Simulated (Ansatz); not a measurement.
This script drives Ansatz 0.2.0 through its Python package.

Script `run_alloy.py`:
```python
"""Ordered Li-Ti cells across composition, after relaxing atoms and volume at fixed cell shape."""

from collections import Counter
import warnings

import ansatz as az
import numpy as np


def fcc(first, a):
    return (
        az.Lattice.fcc(a)
        .space_group(225)
        .atom(first, (0, 0, 0))
        .primitive()
    )

A_FIRST, A_LAST = 4.42, 4.13


def ground_state(name, crystal):
    calc = (
        crystal.calculation()
        .functional("PBEsol")
        .basis(460)
        .kpoints(spacing=0.16)
        .occupations("cold", width=0.05)
        .band_table()
    )
    calc = calc.relax(force_tolerance=0.03, max_steps=40, fix_cell=["shape"])
    return calc.run()


def volume_per_atom(outcome):
    return abs(np.linalg.det(outcome.lattice.cell_ang)) / len(outcome.lattice.sites)


def counts(outcome):
    return Counter(site.symbol for site in outcome.lattice.sites)

warnings.simplefilter("ignore", az.DeckWarning)

# swap the mixed sites of the conventional cell one by one
phases = {}
for k in range(4 + 1):
    a = A_FIRST + (A_LAST - A_FIRST) * k / 4
    cell = fcc("Li", a).conventional().resolved()
    sites = [site.position for site in cell.sites if site.symbol == "Li"]
    for position in sites[:k]:
        cell = cell.substitution("Ti", at=position, replaces="Li")
    phases[f"Li{4 - k}Ti{k}"] = cell.resolved()

done = {}
for name, crystal in phases.items():
    done[name] = ground_state(name, crystal)
    print(f"{name}: {done[name].report['energy_sigma0_ev']:.4f} eV, {len(done[name].lattice.sites)} atoms")

# x is the share of the second element on the mixed sites; both end members stand on this same lattice
x = {name: counts(o)["Ti"] / (counts(o)["Li"] + counts(o)["Ti"]) for name, o in done.items()}
first, last = min(x, key=x.get), max(x, key=x.get)
energy = {name: o.report["energy_sigma0_ev"] / len(o.lattice.sites) for name, o in done.items()}
volume = {name: volume_per_atom(o) for name, o in done.items()}
rows = []
for name in sorted(done, key=x.get):
    line = lambda table: (1 - x[name]) * table[first] + x[name] * table[last]
    rows.append((name, x[name], 1000 * (energy[name] - line(energy)), volume[name], 100 * (volume[name] / line(volume) - 1)))
print("      cell       x(Ti)  E_mix (meV/atom)  V (A^3/atom)  excess V (%)")
for row in rows:
    print(f"{str(row[0]):>10}  {row[1]:10.3f}  {row[2]:+16.1f}  {row[3]:12.3f}  {row[4]:+12.2f}")
```

It is started by `python run_alloy.py`. How long does it take on 1 thread of Arm Neoverse V2, with other jobs on the host, and how much memory does it need?

It took about 2.1 min, with a peak of 0.58 GiB, for 5 runs of the engine.

```console
$ python run_alloy.py
Li4Ti0: -812.0048 eV, 4 atoms
Li3Ti1: -3080.6268 eV, 4 atoms
Li2Ti2: -5351.7262 eV, 4 atoms
Li1Ti3: -7623.4479 eV, 4 atoms
Li0Ti4: -9895.3678 eV, 4 atoms
      cell       x(Ti)  E_mix (meV/atom)  V (A^3/atom)  excess V (%)
    Li4Ti0       0.000              +0.0        20.093         +0.00
    Li3Ti1       0.250            +554.7        17.681         -8.07
    Li2Ti2       0.500            +490.0        15.639        -14.87
    Li1Ti3       0.750            +269.8        15.928         -9.04
    Li0Ti4       1.000              +0.0        16.649         +0.00
```

Mixing energies: +555 meV an atom at x(Ti) = 0.25 (volume -8.1 % off the straight line), +490 meV an atom at x(Ti) = 0.50 (volume -14.9 % off the straight line) and +270 meV an atom at x(Ti) = 0.75 (volume -9.0 % off the straight line). All are positive, so the end members on this lattice are favoured over these cells.

Absolute energies stand on the zero of these potentials, so only differences at equal settings mean something. No spin polarisation was allowed. Atoms and volume are relaxed with the cell's shape held, which in cells of lower than cubic symmetry can hide stresses and shift volumes. These are small ordered cells, with both end members on the same lattice, which need not be their own; they aren't random solutions. Differences under 10 to 15 meV an atom lie within the error of mesh and functional. The cells are prototypes set up for this calculation and needn't exist.
